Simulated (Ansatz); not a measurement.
# ZrS: the cost of one run

Program: Ansatz 0.2.0. Level of theory: DFT PBEsol, scalar-relativistic, plane waves, PAW. These are calculated values, not measurements.

The COD entry's cell or inner coordinates are ideal or old and differ from later refinements, so a difference from it is no clean test against experiment.

### Step 1. The starting structure

It takes space group Fm-3m (No. 225, cubic). The conventional cell has a = 5.250 Å, b = 5.250 Å, c = 5.250 Å, α = 90.00°, β = 90.00°, γ = 90.00°. Around Zr (site symmetry m-3m) lie 6 S at 2.62 Å. S (site symmetry m-3m) has 6 Zr at 2.62 Å in its first shell of neighbours.

As a file:

```cif
data_structure
_symmetry_space_group_name_H-M 'P 1'
_symmetry_Int_Tables_number 1
_cell_length_a 3.7123
_cell_length_b 3.7123
_cell_length_c 3.7123
_cell_angle_alpha 60.000
_cell_angle_beta 60.000
_cell_angle_gamma 60.000
_cell_volume 36.18
loop_
_atom_site_label
_atom_site_type_symbol
_atom_site_fract_x
_atom_site_fract_y
_atom_site_fract_z
_atom_site_occupancy
Zr1 Zr 0.00000 0.00000 0.00000 1
S1 S 0.50000 0.50000 0.50000 1
```

The cell is taken as given, not relaxed at this level.

### Step 2. The reference cell

The reference gives a free energy of -5016.5769 eV, pressure -6.46 GPa, largest force 0.000 eV/Å and gap on the mesh none (metal). It was computed beforehand with the settings of the runs below.

### Step 3. Setting up energy and stress against strain

The cell is strained by ε times the Voigt pattern (0, 1, 0, 0, 0, 0) (xx, yy, zz, yz, xz, xy; engineering shear), with fractional coordinates fixed (clamped ions). The stress on the pattern is the sum of the stress components weighted by it, tension positive.

### Step 4. ε = -0.1000

Input file input.yaml:

```yaml
crystal:
  lattice:
    - [0.0, 2.3625, 2.625]
    - [2.625, 0.0, 2.625]
    - [2.625, 2.3625, 0.0]
  atoms:
    - { symbol: Zr, position: [0.0, 0.0, 0.0] }
    - { symbol: S, position: [0.5, 0.5, 0.5] }
basis:
  ecutwfc: 420
kpoints:
  mp_grid: { grid: [16, 16, 16] }
hamiltonian:
  xc: pbesol
scf:
  occupations: { method: gaussian, width: 0.15 }
output:
  forces: true
  stress: true
  eigenvalues: true
  write_density: true
  write_potential: true
  elf: true
  volumetric_format: npy
```

On the command line:

```console
$ ansatz run input.yaml --threads 1 --pin off --max-ram 2560MiB --backend cpu --events-out ev --progress --plain --runs-dir out
```

**Question.** How long does this run take on 1 thread of Intel Xeon at 2.50GHz (Skylake/Cascade Lake), shared host, and how much memory does it need?

About 33 s, with a peak of 0.46 GiB.
